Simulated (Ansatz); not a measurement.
# BH2Br + PH3: a complex and its separated parts

Aim: how far the complex at one end of a reaction step lies below its separated, relaxed parts, level by level.

Method: PBE0-D4/def2-TZVP structures, single points in def2-TZVPP, no counterpoise correction; program: Ansatz 0.2.0, Gaussian basis.

Levels: SPW92, PBE-D4, BLYP-D4, r2SCAN-D4, B97M-V, PBE0-D4, B3LYP-D4, r2SCAN0-D4, BHLYP-D4, CAM-B3LYP-D4, wB97X-V, wB97M-V, B2PLYP, PBE-QIDH, RPA on PBE, Hartree-Fock, MP2, CCSD, CCSD(T).

Correlated methods freeze the cores. Filled d shells of the heavier atoms are correlated. B3LYP uses VWN-RPA correlation. B2PLYP carries no dispersion term here.

### Step 1. Where the work starts

The complex: 8 atoms, charge 0, spin multiplicity 1.

Atoms are counted from 1 here; the program's logs count them from 0.

Bond lengths: B1–Br2 2.026 Å, B1–H3 1.201 Å, B1–H4 1.201 Å, B1–P6 1.932 Å, H5–P6 1.404 Å, P6–H7 1.412 Å, P6–H8 1.404 Å. Angles: Br2–B1–H3 112.6°, Br2–B1–H4 112.6°, Br2–B1–P6 100.4°, H3–B1–H4 116.3°, H3–B1–P6 106.6°, H4–B1–P6 106.6°, B1–P6–H5 115.2°, B1–P6–H7 119.2°, B1–P6–H8 115.2°, H5–P6–H7 101.5°, H5–P6–H8 101.6°, H7–P6–H8 101.5°.

As a file:

```
B    -0.5870   -0.1598   -0.8895
Br    0.6294   -1.6221   -1.5860
H    -1.6747   -0.5691   -0.5864
H    -0.5610    0.8272   -1.5733
H     1.6439    0.7155    0.6181
P     0.3145    0.2857    0.7600
H    -0.2210    1.2967    1.5867
H     0.4558   -0.7742    1.6704
```

Its parts: BH2Br holds atoms 1, 2, 3, 4; PH3 holds atoms 5, 6, 7, 8. Each part counts its atoms afresh in its own runs.

### Step 2. Relaxing BH2Br alone

Input file relax-a/in.yaml:

```yaml
crystal:
  periodic: [false, false, false]
  atoms:
    - {symbol: B, position_ang: [-0.587039, -0.159796, -0.889452]}
    - {symbol: Br, position_ang: [0.629380, -1.622052, -1.585994]}
    - {symbol: H, position_ang: [-1.674708, -0.569124, -0.586449]}
    - {symbol: H, position_ang: [-0.560983, 0.827213, -1.573258]}
basis:
  gaussian: {orbitals: def2-TZVP}
hamiltonian: {xc: pbe0, dispersion: d4}
relax: {f_tol: 0.005, max_steps: 200}
```

No record of the launch command was kept for these runs.

Further steps of the session: Relaxing PH3 alone; wB97M-V/def2-TZVPP; CCSD(T)/def2-TZVPP; Vibrations of BH2Br; Vibrations of PH3.

What does the calculation give? Wanted: complex less parts, CCSD(T)/def2-TZVPP; with zero-point energy; largest T1 diagnostic.

**Answer**, as computed:

| quantity | value |
| --- | --- |
| complex less parts, CCSD(T)/def2-TZVPP | -17.3 kcal/mol |
| with zero-point energy | -13.8 kcal/mol |
| largest T1 diagnostic | 0.014 |

**Reading.** At CCSD(T) the complex lies 17.3 kcal/mol below its parts. The functionals run from BLYP-D4, off by -0.1 kcal/mol, to SPW92, off by -13.2 kcal/mol, against CCSD(T). By rung, the mean size of the error is: LDA 13.2, GGA 3.0, meta-GGA 2.5, hybrid 3.5, range-separated hybrid 2.0, double hybrid 2.9 kcal/mol. PBE-D4 gives a relative energy 5.9 kcal/mol too low, outside chemical accuracy (1 kcal/mol). No counterpoise was applied, and triple zeta lacks some correlation, so the CCSD(T) reference has a basis error of its own, and close matches with it are partly luck.
